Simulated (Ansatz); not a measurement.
# C₃H₄Se: how energies converge with the basis set

How large a basis does C₃H₄Se need? Two functionals are run in growing sets.

Computed with Ansatz 0.2.0, Gaussian basis. Level: one geometry, several basis sets.

Plan: PBE0-D4/def2-SVP; ωB97M-V/def2-SVP; PBE0-D4/def2-QZVPP; ωB97M-V/def2-QZVPP; the functionals' def2-TZVPP values are taken from earlier runs.

## Step 1: Structure used throughout

The geometry comes from an earlier relaxation with PBE0-D4 in a triple-zeta def2 set; it is a stationary point, not always the lowest conformer.

SMILES `C=C1C[Se]1`, 8 atoms, charge 0, spin multiplicity 1.

Atoms are counted from 1 here; the program's logs count them from 0.

Bond lengths: C1–C2 1.316 Å, C1–H5 1.082 Å, C1–H6 1.085 Å, C2–C3 1.443 Å, C2–Se4 1.887 Å, C3–Se4 1.989 Å, C3–H7 1.085 Å, C3–H8 1.085 Å. Angles: C2–C1–H5 121.8°, C2–C1–H6 119.9°, H5–C1–H6 118.2°, C1–C2–C3 145.3°, C1–C2–Se4 142.7°, C3–C2–Se4 72.0°, C2–C3–Se4 64.4°, C2–C3–H7 119.0°, C2–C3–H8 119.0°, Se4–C3–H7 114.1°, Se4–C3–H8 114.1°, H7–C3–H8 115.7°, C2–Se4–C3 43.6°.

As a file:

```mol
C3H4Se
  3D, bonds by distance, orders not assigned

  8  8  0  0  0  0  0  0  0  0999 V2000
   -0.4634    1.3158   -0.2095 C   0  0
   -0.1233    0.0463   -0.2706 C   0  0
    0.5090   -1.0475    0.4261 C   0  0
   -0.1886   -1.4735   -1.3876 Se  0  0
   -0.9756    1.8093   -1.0249 H   0  0
   -0.2305    1.8968    0.6766 H   0  0
    1.5915   -1.0678    0.5007 H   0  0
   -0.0269   -1.5366    1.2333 H   0  0
  1  2  8  0
  2  3  8  0
  3  4  8  0
  1  5  8  0
  1  6  8  0
  3  7  8  0
  3  8  8  0
  2  4  8  0
M  END
```

## Step 2: PBE0-D4 in def2-SVP

Input file in.yaml:

```yaml
crystal:
  periodic: [false, false, false]
  atoms:
    - {symbol: C, position_ang: [-0.463440, 1.315786, -0.209535]}
    - {symbol: C, position_ang: [-0.123268, 0.046334, -0.270572]}
    - {symbol: C, position_ang: [0.508957, -1.047545, 0.426119]}
    - {symbol: Se, position_ang: [-0.188649, -1.473489, -1.387555]}
    - {symbol: H, position_ang: [-0.975611, 1.809344, -1.024875]}
    - {symbol: H, position_ang: [-0.230548, 1.896829, 0.676648]}
    - {symbol: H, position_ang: [1.591498, -1.067813, 0.500712]}
    - {symbol: H, position_ang: [-0.026937, -1.536647, 1.233258]}
basis:
  gaussian: {orbitals: def2-SVP}
hamiltonian: {xc: pbe0, dispersion: d4}
output: {orbitals: {seedname: orbitals}}
```

On the command line:

```console
$ ansatz run in.yaml --threads 2 --pin off --events-out ev --progress --plain --max-ram 4352MiB
```

Further steps of the session: ωB97M-V in def2-SVP; PBE0-D4 in def2-QZVPP; ωB97M-V in def2-QZVPP.

Before running them: what should the planned runs give, taken together? Wanted: PBE0-D4: double and triple zeta above quadruple; ωB97M-V: double and triple zeta above quadruple.

**Answer**, as computed:

| quantity | value |
| --- | --- |
| PBE0-D4: double and triple zeta above quadruple | 13.06, 1.55 eV |
| ωB97M-V: double and triple zeta above quadruple | 13.15, 1.49 eV |

**Reading.** PBE0-D4 gains 11.51 eV from double to triple zeta, then 1.55 eV more. Total energies overstate the basis error of differences, where much of it tends to cancel. The LUMO of ωB97M-V is positive and keeps falling with the basis (1.72 to 1.09 eV): an unbound level that the basis holds in place.
